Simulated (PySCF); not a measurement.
# C₃H₈AsB: electronic excitations and core binding energies

Aim: predict the electronic excitations and core binding energies of C₃H₈AsB (`C/C=C\B[AsH2]`).

Programs: PySCF 2.14.0, with density-fitted response routines of our own. Each step states its level of theory. These are calculated values for one molecule in the gas phase, unless marked as measured. Atoms are numbered from 0 throughout.

### 1 Starting geometry

13 atoms, charge 0, multiplicity 1; geometry from: GFN2-xTB.

Bonds of the start (Å): C0–C1 1.49, C1–C2 1.34, C2–B3 1.54, B3–As4 2.00, C0–H5 1.09, C0–H6 1.09, C0–H7 1.09, C1–H8 1.09, C2–H9 1.09, B3–H10 1.18, As4–H11 1.50, As4–H12 1.50.

### 2 TDDFT and polarisability: CAM-B3LYP/def2-SVPD

The job: settings as JSON, then the geometry in Å.

```
{"job": {"kind": "uv", "xc": "CAM-B3LYP", "basis": "def2-SVPD", "nstates": 8, "ntriplets": 3}, "charge": 0, "multiplicity": 1}
C     -1.652589    -0.407862     0.478117
C     -1.063631     0.906062     0.097379
C      0.102556     1.094151    -0.530760
B      1.174179     0.075931    -0.954868
As     1.746775    -1.524355     0.102841
H     -2.542652    -0.605701    -0.120521
H     -1.962506    -0.388039     1.523159
H     -0.946516    -1.225436     0.326390
H     -1.696818     1.757215     0.328310
H      0.327355     2.127172    -0.791094
H      1.699593     0.253857    -1.994472
H      3.203053    -1.167378     0.058650
H      1.606814    -0.895130     1.459141
```

With the program's defaults for keys left out, this is: TDDFT CAM-B3LYP/def2-SVPD, vertical, gas phase, core orbitals frozen in the response.

The run is started by

```console
$ OMP_NUM_THREADS=1 python probes_run.py task.json out
```

This one command runs all jobs of the session in turn.

The program printed:

```text
coarse grid: 47832 points
cycle   1  E = -2379.4446312044  dE = -3.195e-01  |g| = 3.301e-01  |ddm| = 5.785e+00
cycle   2  E = -2379.4578685839  dE = -1.324e-02  |g| = 2.601e-01  |ddm| = 9.336e-01
cycle   3  E = -2379.4713481489  dE = -1.348e-02  |g| = 4.513e-02  |ddm| = 4.336e-01
cycle   4  E = -2379.4718025625  dE = -4.544e-04  |g| = 2.576e-02  |ddm| = 1.117e-01
cycle   5  E = -2379.4719803834  dE = -1.778e-04  |g| = 4.099e-03  |ddm| = 4.802e-02
cycle   6  E = -2379.4719865647  dE = -6.181e-06  |g| = 1.057e-03  |ddm| = 1.020e-02
final grid: 100888 points
cycle   7  E = -2379.4719745235  dE = -3.475e-07  |g| = 9.193e-04  |ddm| = 7.058e-03
cycle   8  E = -2379.4719745424  dE = -1.887e-08  |g| = 1.014e-03  |ddm| = 3.460e-03
cycle   9  E = -2379.4719747755  dE = -2.331e-07  |g| = 9.331e-05  |ddm| = 1.747e-03
cycle  10  E = -2379.4719747796  dE = -4.077e-09  |g| = 5.606e-05  |ddm| = 2.624e-04
cycle  11  E = -2379.4719747811  dE = -1.498e-09  |g| = 1.590e-05  |ddm| = 1.768e-04
cycle  12  E = -2379.4719747812  dE = -1.137e-10  |g| = 1.846e-06  |ddm| = 5.270e-05
converged SCF energy = -2379.4719747812

Static polarisability (au): isotropic 85.458, principal 65.470 84.811 106.093

Singlet excitations
state   eV       nm        f      main configurations
  1   4.1258    300.5   0.08520   H->L 0.92
  2   5.3655    231.1   0.08219   H-1->L 0.65, H-2->L 0.22
  3   5.9143    209.6   0.04136   H-2->L 0.58, H-3->L 0.26
  4   5.9812    207.3   0.03435   H-3->L 0.57, H-1->L 0.21, H-2->L 0.12
  5   6.3232    196.1   0.03986   H->L+1 0.84
  6   6.4601    191.9   0.06537   H->L+2 0.77
  7   7.0970    174.7   0.03339   H->L+3 0.53, H->L+5 0.13, H->L+2 0.10
  8   7.2381    171.3   0.15395   H->L+5 0.46, H-1->L+1 0.14, H->L+4 0.13

Triplet excitations (Tamm-Dancoff, eV): 3.1508 4.1418 5.2346
```

Wall time 53 s (1 thread of Arm Neoverse N1, shared host); peak memory 0.83 GiB.

The orbitals next to the gap, with their largest atomic shares:

| orbital | eV | atoms |
| --- | --- | --- |
| HOMO−3 | -10.57 | B3 22 %, As4 21 %, H12 15 % |
| HOMO−2 | -10.22 | As4 31 %, B3 19 %, C2 12 % |
| HOMO−1 | -9.47 | C2 26 %, As4 21 %, C1 19 % |
| HOMO | -8.14 | As4 43 %, C2 14 %, C1 13 % |
| LUMO | -0.80 | B3 37 %, C1 16 %, C2 15 % |
| LUMO+1 | 1.01 | B3 37 %, As4 16 %, H11 8 % |
| LUMO+2 | 1.63 | As4 44 %, H12 16 %, B3 14 % |

With each of the 8 states as a Gaussian band of 0.4 eV half-width at 1/e, the curve within the window shown has maxima at 300 nm (ε 3,400), 197 nm (ε 5,300), 172 nm (ε 7,500) L/(mol cm). Beyond the last state computed it falls off for lack of states. The curve at chosen wavelengths:

```tsv
nm	ε (L/mol/cm)
164	3954
171	7515
179	5193
186	4191
194	5205
201	5224
209	4528
216	4012
224	3908
231	3693
239	2752
246	1687
254	836
261	615
269	928
276	1570
284	2466
291	3116
299	3446
306	3313
314	2797
321	2194
329	1516
336	1023
344	610
351	368
```

Ground-state properties from the same run:

| property | computed |
| --- | --- |
| dipole moment (D) | 1.43 |
| polarisability (Å³) | 12.66 |
| HOMO–LUMO gap (eV) | 7.34 |
| −ε(HOMO) (eV) | 8.14 |

### 3 X-ray photoelectron lines: SCAN, X2C

Same as in step 2 but for these lines:

```diff
@@ -1,2 +1,2 @@
-{"job": {"kind": "uv", "xc": "CAM-B3LYP", "basis": "def2-SVPD", "nstates": 8, "ntriplets": 3}, "charge": 0, "multiplicity": 1}
+{"job": {"kind": "xps"}, "charge": 0, "multiplicity": 1}
 C     -1.652589    -0.407862     0.478117
```

Method: delta-SCF UKS SCAN, pcX-2 on the ionised atom, pcseg-1 elsewhere, spin-free X2C.

The program printed:

```text
ground state, core basis on atom 0 (C), 154 functions
  cycle   1  E = -2399.26624619  |g| = 4.39e-01
  cycle   2  E = -2399.23100451  |g| = 5.56e-01
  cycle   3  E = -2399.31956433  |g| = 7.66e-02
  cycle   4  E = -2399.32070836  |g| = 5.15e-02
  cycle   5  E = -2399.32144326  |g| = 1.61e-02
  cycle   6  E = -2399.32152396  |g| = 4.21e-03
  cycle   7  E = -2399.32153081  |g| = 1.09e-03
  cycle   8  E = -2399.32153099  |g| = 2.62e-04
  E(ground) = -2399.22948579 Eh
hole in C 1s of atom 0
  cycle   1  E = -2388.07446510  |g| = 1.50e+00
  cycle   2  E = -2387.30382089  |g| = 1.84e+00
  cycle   3  E = -2388.52568383  |g| = 4.48e-01
  cycle   4  E = -2388.54208764  |g| = 4.06e-01
  cycle   5  E = -2388.63500164  |g| = 6.10e-02
  cycle   6  E = -2388.63630173  |g| = 2.96e-02
  cycle   7  E = -2388.63689296  |g| = 9.77e-03
  cycle   8  E = -2388.63696512  |g| = 4.04e-03
  cycle   9  E = -2388.63697850  |g| = 1.44e-03
  cycle  10  E = -2388.63698368  |g| = 1.03e-03
  cycle  11  E = -2388.63698640  |g| = 7.32e-04
  cycle  12  E = -2388.63699112  |g| = 5.60e-04
  cycle  13  E = -2388.63699229  |g| = 3.80e-04
  E(ion) = -2388.54411768 Eh   <S^2> = 0.7680   hole on atom = 1.000   binding energy = 290.764 eV
ground state, core basis on atom 1 (C), 154 functions
  cycle   1  E = -2399.32373131  |g| = 5.94e-02
  cycle   2  E = -2399.32355650  |g| = 3.45e-02
  cycle   3  E = -2399.32350715  |g| = 3.59e-02
  cycle   4  E = -2399.32382566  |g| = 1.04e-02
  cycle   5  E = -2399.32385540  |g| = 3.27e-04
  cycle   6  E = -2399.32385689  |g| = 1.15e-04
  E(ground) = -2399.23179590 Eh
hole in C 1s of atom 1
  cycle   1  E = -2388.05777608  |g| = 1.51e+00
  cycle   2  E = -2386.34236426  |g| = 2.17e+00
  cycle   3  E = -2388.43409526  |g| = 5.57e-01
  cycle   4  E = -2388.43113157  |g| = 5.29e-01
  cycle   5  E = -2388.63335485  |g| = 1.55e-01
  cycle   6  E = -2388.65086766  |g| = 6.14e-02
  cycle   7  E = -2388.65375664  |g| = 1.42e-02
  cycle   8  E = -2388.65392742  |g| = 4.88e-03
  cycle   9  E = -2388.65397366  |g| = 3.84e-03
  cycle  10  E = -2388.65399957  |g| = 2.28e-03
  cycle  11  E = -2388.65401213  |g| = 1.13e-03
  cycle  12  E = -2388.65401302  |g| = 4.14e-04
  E(ion) = -2388.56147931 Eh   <S^2> = 0.8203   hole on atom = 1.000   binding energy = 290.354 eV
ground state, core basis on atom 2 (C), 154 functions
  cycle   1  E = -2399.32277916  |g| = 6.24e-02
  cycle   2  E = -2399.32199145  |g| = 6.17e-02
  cycle   3  E = -2399.32254033  |g| = 4.06e-02
  cycle   4  E = -2399.32299495  |g| = 7.96e-03
  cycle   5  E = -2399.32301297  |g| = 6.59e-04
  cycle   6  E = -2399.32301663  |g| = 3.12e-04
  E(ground) = -2399.23118993 Eh
hole in C 1s of atom 2
  cycle   1  E = -2388.09304779  |g| = 1.51e+00
  cycle   2  E = -2386.61147587  |g| = 2.06e+00
  cycle   3  E = -2388.47179432  |g| = 5.41e-01
  cycle   4  E = -2388.54787260  |g| = 4.31e-01
  cycle   5  E = -2388.66523010  |g| = 1.46e-01
  cycle   6  E = -2388.67639049  |g| = 4.04e-02
  cycle   7  E = -2388.67727980  |g| = 1.59e-02
  cycle   8  E = -2388.67746936  |g| = 6.43e-03
  cycle   9  E = -2388.67751355  |g| = 3.72e-03
  cycle  10  E = -2388.67754567  |g| = 1.98e-03
  cycle  11  E = -2388.67755191  |g| = 9.29e-04
  cycle  12  E = -2388.67755418  |g| = 3.09e-04
  E(ion) = -2388.58488355 Eh   <S^2> = 0.7926   hole on atom = 1.000   binding energy = 289.701 eV
ground state, core basis on atom 3 (B), 154 functions
  cycle   1  E = -2399.31344364  |g| = 5.15e-02
  cycle   2  E = -2399.31255980  |g| = 5.95e-02
  cycle   3  E = -2399.31342652  |g| = 3.04e-02
  cycle   4  E = -2399.31368982  |g| = 8.24e-03
  cycle   5  E = -2399.31371132  |g| = 7.52e-04
  cycle   6  E = -2399.31371176  |g| = 2.14e-04
  E(ground) = -2399.22305969 Eh
hole in B 1s of atom 3
  cycle   1  E = -2391.69662839  |g| = 1.17e+00
  cycle   2  E = -2390.07963407  |g| = 1.95e+00
  cycle   3  E = -2391.98406936  |g| = 4.58e-01
  cycle   4  E = -2392.05518243  |g| = 3.53e-01
  cycle   5  E = -2392.11548964  |g| = 1.62e-01
  cycle   6  E = -2392.13537825  |g| = 6.19e-02
  cycle   7  E = -2392.13833996  |g| = 2.29e-02
  cycle   8  E = -2392.13877683  |g| = 1.64e-02
  cycle   9  E = -2392.13902016  |g| = 1.12e-02
  cycle  10  E = -2392.13918654  |g| = 8.68e-03
  cycle  11  E = -2392.13934687  |g| = 4.86e-03
  cycle  12  E = -2392.13937185  |g| = 2.29e-03
  cycle  13  E = -2392.13937744  |g| = 8.09e-04
  cycle  14  E = -2392.13937776  |g| = 2.53e-04
  E(ion) = -2392.04857129 Eh   <S^2> = 0.9521   hole on atom = 1.000   binding energy = 195.228 eV
```

It took 87 s on 1 thread of Arm Neoverse N1, shared host; peak memory 0.62 GiB.

The holes in one table. −ε is the ground-state orbital energy:

| hole | stands for | environment | ΔSCF (eV) | −ε (eV) | ⟨S²⟩ |
| --- | --- | --- | --- | --- | --- |
| C1s on C0 | C0 | allylic methyl carbon | 290.76 | 273.7 | 0.768 |
| C1s on C1 | C1 | alkene CH | 290.35 | 274.2 | 0.820 |
| C1s on C2 | C2 | alkene CH | 289.70 | 273.2 | 0.793 |
| B1s on B3 | B3 | boron bonded to C, As, H | 195.23 (doubtful) | 180.3 | 0.952 |

Doubtful: the ion did not converge, its hole moved, or its ⟨S²⟩ is well above 0.75.

### 4 Outcome

```
                                quantity                               value
    lowest singlet (CAM-B3LYP/def2-SVPD)         4.13 eV (301 nm), f = 0.085
brightest single state of those computed         state 8, 7.24 eV, f = 0.154
                          lowest triplet                             3.15 eV
        C1s binding energies, SCAN/pcX-2  C0 290.76, C1 290.35, C2 289.70 eV
```

The lowest singlet, at 4.13 eV, is HOMO→LUMO 0.92 and is bright; of the 8 states computed, the strongest absorption comes from state 8 at 7.24 eV (the last computed, so partners may be missing). The lowest triplet lies 0.98 eV below the lowest singlet (triplets in Tamm-Dancoff, singlets in full TDDFT). The C1s levels kept as sound span 1.06 eV, from C2 (alkene CH) up to C0 (allylic methyl carbon).
